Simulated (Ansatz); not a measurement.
# C: pressure up to the limit of the methods

An exercise on one series of results from a longer session: the logs are not shown, and one member is left open.

Method: DFT PBEsol, with the methods named in each step, in Ansatz 0.2.0.

1 further run of the same task is left out (it didn't finish). Runs told in other sessions of the task aren't counted.

## The system as given

Symmetry: Im-3m, No. 229, cubic system. The conventional cell has a = 2.351 Å, b = 2.351 Å, c = 2.351 Å, α = 90.00°, β = 90.00°, γ = 90.00°. C (site symmetry m-3m) has 8 C at 2.04 Å in its first shell of neighbours.

Coordinates:

```
CELL_PARAMETERS angstrom
-1.17567 1.17567 1.17567
1.17567 -1.17567 1.17567
1.17567 1.17567 -1.17567
ATOMIC_POSITIONS crystal
C 0.00000 0.00000 0.00000
```

Whether this phase is the stable one at these pressures isn't tested.

The first run:

input.yaml reads:

```yaml
crystal:
  lattice:
    - [-1.1756673439, 1.1756673439, 1.1756673439]
    - [1.1756673439, -1.1756673439, 1.1756673439]
    - [1.1756673439, 1.1756673439, -1.1756673439]
  atoms:
    - { symbol: C, position: [0.0, 0.0, 0.0] }
kpoints:
  mp_grid: { grid: [22, 22, 22] }
scf:
  occupations: { method: fermi_dirac, width: 0.08 }
hamiltonian:
  xc: pbesol
  pseudopotentials: { kind: paw }
output:
  forces: true
  stress: true
relax:
  f_tol: 0.005
  max_steps: 40
  cell: {}
```

Run with:

```console
ansatz run input.yaml --threads 1 --pin off --max-ram 2048MiB --backend cpu --events-out ev --progress --plain --runs-dir out
```

Among the steps run: Cell relaxed at zero pressure, PAW; Volume scaled by 1, PAW; Volume scaled by 0.9, PAW; Volume scaled by 0.8, PAW; Volume scaled by 0.7, PAW; Volume scaled by 0.6, PAW; Volume scaled by 0.5, PAW; Volume scaled by 0.4, PAW; Volume scaled by 0.4, PAW (level accurate).

One table of the session follows, with a row left open; its other results are not shown here.

```
              method  volume over the first  volume (Å³/atom)  pressure (GPa)
                 PAW                      1             6.423           -0.03
                 PAW                    0.9             5.781           28.10
                 PAW                    0.8             5.138           74.81
                 PAW                    0.7             4.496          154.69
                 PAW                    0.6             3.854          296.46
                 PAW                    0.5                 ?               ?
                 PAW                    0.4             2.569         1118.75
PAW (level accurate)                    0.4             2.569         1122.96
```

Estimate the missing values for PAW, 0.5.

The run gave: volume (Å³/atom): 3.211; pressure (GPa): 557.94. In the column «volume (Å³/atom)» it lies between PAW (level accurate), 0.4 (2.569) and PAW, 0.6 (3.854).

To keep in mind: At pressures up to 1123 GPa the PAW spheres may overlap and frozen cores may not hold, so those PAW values are rough without an all-electron check.
